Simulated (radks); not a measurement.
**Taking charge from the 4p level of Mo⁺ in fractions**

One table from this session's results is given with a row withheld; the runs are named, their logs left out.

Program: radks (a radial shooting solver on a logarithmic mesh, Libxc functionals) version 1. Level of theory: scalar-relativistic Kohn-Sham, PBEsol, spin-polarised, spherical densities, finite nucleus; open shells are filled with parallel spins first. These are calculated values, not measurements, unless marked.

## The atom as given

```
element            : molybdenum (Z = 42)
charge             : +1
electrons          : 41
configuration      : [Ar] 3d10 4s2 4p(up 3, down 3) 4d5
nuclear rms radius : 4.4091 fm
```

A shell typed twice in an input gives spin up, then spin down.

Set-up of the first run:

The run's settings:

```text
Z 42
configuration [Ar] 3d10 4s2 4p3 4p3 4d5
relativity scalar-relativistic
functional pbe_sol,pbe_sol
spin polarised
nucleus finite rms 4.4091 fm
c 137.035999084
```

Among the steps run: Start: [Ar] 3d10 4s2 4p(up 3, down 3) 4d5.

One of the session's tables, all rows but one given; the rest of the session is left out.

Radial moments (bohr):

```
  level     <r>  outermost maximum (interpolated)  90 % within  nodes
  3d up       ?                                 ?            ?      ?
3d down  0.4153                             0.323        0.664      0
  4s up   1.112                             0.991         1.62      3
4s down   1.104                             0.986         1.61      3
  4p up   1.244                              1.08         1.85      2
4p down   1.233                              1.07         1.83      2
  4d up   1.865                              1.39         3.00      1
4d down   1.917                              1.37         3.14      1
```

Estimate the missing values for 3d up.

As computed: <r>: 0.4155; outermost maximum (interpolated): 0.322; 90 % within: 0.665; nodes: 0. In the column «<r>» it lies between 3d down (0.4153) and 4s down (1.104).
